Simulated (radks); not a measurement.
# Tc⁴⁺ in [Kr] 4d3: an all-electron calculation

The task here is to estimate one member of a computed series from the others.

Method: scalar-relativistic Kohn-Sham, LDA (Slater exchange, VWN5 correlation), spin-polarised, spherical densities, point nucleus; open shells are filled with parallel spins first. Code: radks (a radial shooting solver on a logarithmic mesh, Libxc functionals) version 1.

### What is computed

* element: technetium (Z = 43)
* charge: +4
* electrons: 39
* configuration: [Kr] 4d3

The outer shells:

Tc⁴⁺
```
[Kr] core
4d [↑ ][↑ ][↑ ][  ][  ]
```

The first run:

The run's settings:

```text
Z 43
configuration [Kr] 4d3
relativity scalar-relativistic
functional lda,vwn5
spin polarised
nucleus point
c 137.035999084
```

One of the session's tables, all rows but one given; the rest of the session is left out.

It belongs to the step «Shells». Sizes of the orbitals, from the radial functions (bohr):

| level | <r> | outermost maximum (interpolated) | 90 % within | nodes |
| --- | --- | --- | --- | --- |
| 1s up | 0.03432 | 0.0223 | 0.0615 | 0 |
| 1s down | 0.03432 | 0.0223 | 0.0615 | 0 |
| 2s up | 0.1498 | 0.126 | 0.231 | 1 |
| 2s down | 0.1498 | 0.126 | 0.231 | 1 |
| 2p up | 0.1304 | 0.101 | 0.212 | 0 |
| 2p down | 0.1304 | 0.101 | 0.212 | 0 |
| 3s up | 0.4161 | 0.373 | 0.615 | 2 |
| 3s down | 0.4160 | 0.373 | 0.614 | 2 |
| 3p up | 0.4168 | 0.366 | 0.630 | 1 |
| 3p down | 0.4167 | 0.366 | 0.629 | 1 |
| 3d up | 0.3991 | 0.311 | 0.637 | 0 |
| 3d down | 0.3988 | 0.311 | 0.636 | 0 |
| 4s up | 1.044 | 0.944 | 1.51 | 3 |
| 4s down | 1.041 | 0.941 | 1.51 | 3 |
| 4p up | 1.142 | 1.01 | 1.68 | 2 |
| 4p down | ? | ? | ? | ? |
| 4d up | 1.436 | 1.21 | 2.19 | 1 |
| 4d down | 1.444 | 1.20 | 2.21 | 1 |

Estimate the missing values for 4p down.

The run gave: <r>: 1.139; outermost maximum (interpolated): 1.01; 90 % within: 1.68; nodes: 2. In the column «<r>» it lies between 4s up (1.044) and 4p up (1.142).

Caveats from the session: Open shells are spherical and high-spin; term and fine-structure splittings are not resolved.
